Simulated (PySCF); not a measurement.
# UBP86/6-31G(d) (spherical functions) run of C2H3NSi (SMILES N#C[C][SiH3])

Aim: the vertical ionisation energy of C2H3NSi at UBP86/6-31G* (spherical functions), from 2 runs. The job is set up through a Python script.

The calculation is run with PySCF 2.14.0.

## (1) The structure to begin with

C2H3NSi has 7 atoms, charge 0, and is taken as a triplet. As SMILES, `N#C[C][SiH3]`. The shape is that of a GFN2-xTB optimisation.

Bond lengths: N1–C2 1.188 Å, C2–C3 1.292 Å, C3–Si4 1.827 Å, Si4–H5 1.465 Å, Si4–H6 1.465 Å, Si4–H7 1.465 Å. Angles: N1–C2–C3 179.8°, C2–C3–Si4 179.5°, C3–Si4–H5 107.6°, C3–Si4–H6 107.6°, C3–Si4–H7 107.5°, H5–Si4–H6 111.3°, H5–Si4–H7 111.3°, H6–Si4–H7 111.3°.

## (2) A single-point energy at UBP86/6-31G(d) (spherical functions)

job.py

```python
from pyscf import gto, dft

system = gto.Mole()
system.atom = '''
N      1.767780    -2.046510     1.663930
C      1.105540    -1.279570     1.043060
C      0.389550    -0.442360     0.367860
Si    -0.630420     0.729400    -0.593680
H      0.271350     1.723710    -1.179810
H     -1.580440     1.353400     0.330650
H     -1.323360    -0.038070    -1.632000
'''
system.verbose = 3
system.basis = '6-31g*'
system.max_memory = 1860
system.spin = 2
system.build()

ks = dft.UKS(system, xc='bp86')
ks.grids.level = 4
ks.conv_tol = 1e-10
ks.kernel()
if not ks.converged:
    ks = ks.newton().run(ks.mo_coeff, ks.mo_occ)

etot = ks.e_tot
print(f'total energy: {etot:.8f} hartree')
```

The run is started by

```sh
$ OMP_NUM_THREADS=1 python job.py
```

The log of the run:

```text
WARN: HOMO -0.239629353354903 >= LUMO -0.239656759850803

converged SCF energy = -422.13383449542  <S^2> = 2.0234949  2S+1 = 3.0156226
total energy: -422.13383450 hartree
```

Run time: 15 s. Hardware: 1 thread of Arm Neoverse V1, shared host; peak memory 0.35 GiB.

## (3) The doublet cation

job.py

```python
from pyscf import gto, dft

molecule = gto.Mole()
molecule.atom = '''
N        1.767780      -2.046510       1.663930
C        1.105540      -1.279570       1.043060
C        0.389550      -0.442360       0.367860
Si      -0.630420       0.729400      -0.593680
H        0.271350       1.723710      -1.179810
H       -1.580440       1.353400       0.330650
H       -1.323360      -0.038070      -1.632000
'''
molecule.verbose = 3
molecule.basis = '6-31g*'
molecule.charge = 1
molecule.max_memory = 1860
molecule.spin = 1
molecule.build()

mf = dft.UKS(molecule)
mf.xc = 'bp86'
mf.conv_tol = 1e-10
mf.grids.level = 4
mf.kernel()
if not mf.converged:
    mf = mf.newton().run(mf.mo_coeff, mf.mo_occ)

energy = mf.e_tot
print('Final energy', energy)
```

The run is started by

```sh
$ OMP_NUM_THREADS=1 python job.py
```

The log of the run:

```text
WARN: HOMO -0.239656759850804 >= LUMO -0.239656759850803

converged SCF energy = -421.780847469122  <S^2> = 0.76067496  2S+1 = 2.0106466
Final energy -421.78084746912157
```

It took 31 s on 1 thread of Arm Neoverse V1, shared host; peak memory 0.34 GiB.

## (4) Results

At UBP86/6-31G* (spherical functions):

| quantity | value |
| --- | --- |
| triplet C2H3NSi: total energy | -422.13383 Eh |
| triplet C2H3NSi: dipole moment | 3.48 D |
| triplet C2H3NSi: HOMO energy (highest over α and β) | -6.21 eV |
| triplet C2H3NSi: LUMO energy (lowest over α and β) | -4.45 eV |
| triplet C2H3NSi: ⟨S²⟩ | 2.023 |
| doublet cation: total energy | -421.78085 Eh |
| doublet cation: HOMO energy (highest over α and β) | -13.11 eV |
| doublet cation: LUMO energy (lowest over α and β) | -12.88 eV |
| doublet cation: ⟨S²⟩ | 0.761 |
| vertical ionisation energy (to the doublet cation) | 9.605 eV |

In words: Removing an electron at fixed nuclei costs 9.61 eV (927 kJ/mol). Mulliken charges (triplet C2H3NSi) run from -0.31 on N1 to +0.24 on Si4; they depend strongly on the basis. Mulliken charges (doublet cation) run from -0.13 on N1 to +0.36 on C2.
